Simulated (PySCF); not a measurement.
# A diatomic session: BeF

One table from this session's results is given with a row withheld; the runs are named, their logs left out.

Method: Be x2c-TZVPPall, F x2c-TZVPPall, spin-free X2C with a Gaussian nucleus; program: PySCF 2.14.0.

Set-up of the first run:

The job is set up so:

```json
{"atoms": "Be, F", "charge": "0", "basis": "Be x2c-TZVPPall, F x2c-TZVPPall", "Hamiltonian": "spin-free X2C with a Gaussian nucleus", "basis functions": "50", "electrons treated": "13", "masses in u": "9.0122, 18.9984", "levels": "PBE0, PBE, r²SCAN, BLYP, B3LYP, BP86, PBEsol, LC-ωPBE, HF, MP2, SCS-MP2, CCSD, CCSD(T)", "grid": "80 radial by 434 angular points", "occupations": "held fixed by the projection of orbital angular momentum", "dissociation limit": "Be + F, each in its ground configuration", "starting distance in angstrom": "1.575", "values of 2S to try": "1, 3"}
```

Run with:

```bash
$ OMP_NUM_THREADS=1 python dia.py task.json out
```

Among the steps run: The job; The PBE0 curve of the state that the search chose; PBE (GGA); r²SCAN (meta-GGA); BLYP (GGA); B3LYP; BP86 (GGA); PBEsol (GGA); LC-ωPBE; UHF (mean field); MP2 and coupled cluster.

One table of the session follows, with a row left open; its other results are not shown here.

Energy (eV) from each level's lowest point:

```
R (Å)    UHF  UHF-MP2  UHF-SCS-MP2  UHF-CCSD  UHF-CCSD(T)
1.181  0.858    0.992        0.994       n/a          n/a
1.236  0.363    0.458        0.459     0.427        0.441
1.291  0.097    0.154        0.154     0.136        0.144
1.332  0.011    0.040        0.040     0.031        0.035
1.373  0.000    0.000        0.000     0.000        0.000
1.414  0.047    0.019        0.019     0.028        0.024
1.469  0.178    0.114        0.115     0.135        0.125
1.538      ?        ?            ?         ?            ?
1.620  0.783    0.629        0.629     0.676        0.651
1.730  1.329    1.118        1.118       n/a          n/a
```

**Question.** Estimate the row for R (Å) = 1.538.

Worked estimate for «UHF». A straight line through the neighbours (1.469, 0.178) and (1.620, 0.783) gives 0.178 + (0.783 − 0.178) × (1.538 − 1.469) / (1.620 − 1.469) = 0.454; a parabola fitted to 4 rows on both sides gives 0.431.

**Answer.** UHF: 0.421; UHF-MP2: 0.314; UHF-SCS-MP2: 0.314; UHF-CCSD: 0.347; UHF-CCSD(T): 0.330. In «UHF» the line misses by +0.033 and the parabola by +0.010.
